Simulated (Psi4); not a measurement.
# CH2Cl3Si (SMILES [CH2][Si](Cl)(Cl)Cl) at UTPSSh/6-311+G(d,p) (density fitting, sweep point 4)

We compute a single-point energy of CH2Cl3Si. The job is set up through a Python script.

Program for the calculation: Psi4 1.11.

5 further runs of the same task are left out: 1 that didn't finish, 4 set aside as unsound or not needed.

**1. The system as given**

CH2Cl3Si has 7 atoms, charge 0, and is taken as a doublet. As SMILES, `[CH2][Si](Cl)(Cl)Cl`. The shape is that of a PBE0-D4/def2-TZVP optimisation.

Bond lengths: C1–Si2 1.816 Å, Si2–Cl3 2.036 Å, Si2–Cl4 2.040 Å, Si2–Cl5 2.036 Å, C1–H6 1.084 Å, C1–H7 1.084 Å. Angles: C1–Si2–Cl3 110.2°, C1–Si2–Cl4 111.2°, C1–Si2–Cl5 110.2°, Cl3–Si2–Cl4 108.0°, Cl3–Si2–Cl5 109.3°, Cl4–Si2–Cl5 108.0°, Si2–C1–H6 121.7°, Si2–C1–H7 121.7°, H6–C1–H7 116.5°.

**2. A single-point energy at UTPSSh/6-311+G(d,p) (density fitting, sweep point 4)**

The input, calc.py:

```python
import psi4

psi4.set_memory(1600000000)
psi4.set_num_threads(1)
psi4.core.set_output_file('ch2cl3si.out', False)

m = psi4.geometry("""
0 2
C     -0.226900     0.723200     0.889000
Si     0.146000    -0.402200    -0.487200
Cl     1.325400    -1.931400     0.156200
Cl    -1.559900    -1.206300    -1.264000
Cl     1.101300     0.602800    -1.977500
H     -0.290500     0.371000     1.912600
H     -0.434000     1.775000     0.725100
symmetry c1
""")

psi4.set_options({
    'basis': '6-311+G**',
    'reference': 'uks',
    'scf_type': 'df',
    'scf_initial_accelerator': 'ediis',
})

result = psi4.energy("tpssh")
print(f'tpssh energy: {result:.10f} Eh')
```

Run with:

```console
$ python calc.py
```

**Question.** What will come out? Wanted: total energy; dipole moment; HOMO energy; LUMO energy; ⟨S²⟩.

Answer, from the run:

Level: UTPSSh/6-311+G** (density fitting, sweep point 4).

| quantity | value |
| --- | --- |
| total energy | -1709.61466 Eh |
| dipole moment | 2.08 D |
| HOMO energy (highest over α and β) | -7.26 eV |
| LUMO energy (lowest over α and β) | -3.77 eV |
| ⟨S²⟩ | 0.755 |
